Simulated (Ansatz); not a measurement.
# C2H5F3GeO: the cost of one run

Method: the settings change from run to run; program: Ansatz 0.2.0, Gaussian basis.

## Step 1: The geometry

The structure was relaxed beforehand with PBE0-D4 in a triple-zeta def2 set.

SMILES `CC[O][Ge]([F])([F])[F]`, 12 atoms, charge 0, spin multiplicity 1.

Atoms are counted from 1 here; the program's logs count them from 0.

Bond lengths: C1–C2 1.505 Å, C1–H8 1.092 Å, C1–H9 1.091 Å, C1–H10 1.091 Å, C2–O3 1.436 Å, C2–H11 1.095 Å, C2–H12 1.095 Å, O3–Ge4 1.723 Å, Ge4–F5 1.706 Å, Ge4–F6 1.706 Å, Ge4–F7 1.697 Å. Angles: C2–C1–H8 109.9°, C2–C1–H9 110.6°, C2–C1–H10 110.6°, H8–C1–H9 108.5°, H8–C1–H10 108.5°, H9–C1–H10 108.6°, C1–C2–O3 107.9°, C1–C2–H11 110.7°, C1–C2–H12 110.7°, O3–C2–H11 109.6°, O3–C2–H12 109.7°, H11–C2–H12 108.2°, C2–O3–Ge4 120.4°, O3–Ge4–F5 112.7°, O3–Ge4–F6 112.7°, O3–Ge4–F7 108.8°, F5–Ge4–F6 106.0°, F5–Ge4–F7 108.2° and more.

## Step 2: B97/6-31G*

Options: unrestricted orbitals.

in.yaml reads:

```yaml
crystal:
  periodic: [false, false, false]
  atoms:
    - {symbol: C, position_ang: [1.124018, 0.244559, 1.613636]}
    - {symbol: C, position_ang: [-0.026372, 0.351556, 0.649324]}
    - {symbol: O, position_ang: [0.301888, -0.418277, -0.517014]}
    - {symbol: Ge, position_ang: [-0.808588, -0.528493, -1.829886]}
    - {symbol: F, position_ang: [-1.162495, 0.989426, -2.523215]}
    - {symbol: F, position_ang: [-2.309002, -1.195924, -1.367661]}
    - {symbol: F, position_ang: [-0.136574, -1.516558, -3.034244]}
    - {symbol: H, position_ang: [0.907668, 0.820471, 2.516359]}
    - {symbol: H, position_ang: [1.291828, -0.795588, 1.897774]}
    - {symbol: H, position_ang: [2.039305, 0.634023, 1.164893]}
    - {symbol: H, position_ang: [-0.197905, 1.395251, 0.364736]}
    - {symbol: H, position_ang: [-0.946771, -0.035748, 1.099396]}
basis:
  gaussian: {orbitals: "6-31G*"}
magnetization: {spin_polarized: true, initial_magnetization: 0}
hamiltonian: {xc: {name: B97}}
output: {forces: true}
```

Started as:

```console
$ ansatz run in.yaml --threads 4 --pin off --events-out ev --progress --plain --max-ram 11315MiB
```

What time and memory should one allow on 4 threads of Arm Neoverse V1, shared host?

About 9.5 s, with a peak of 0.64 GiB.
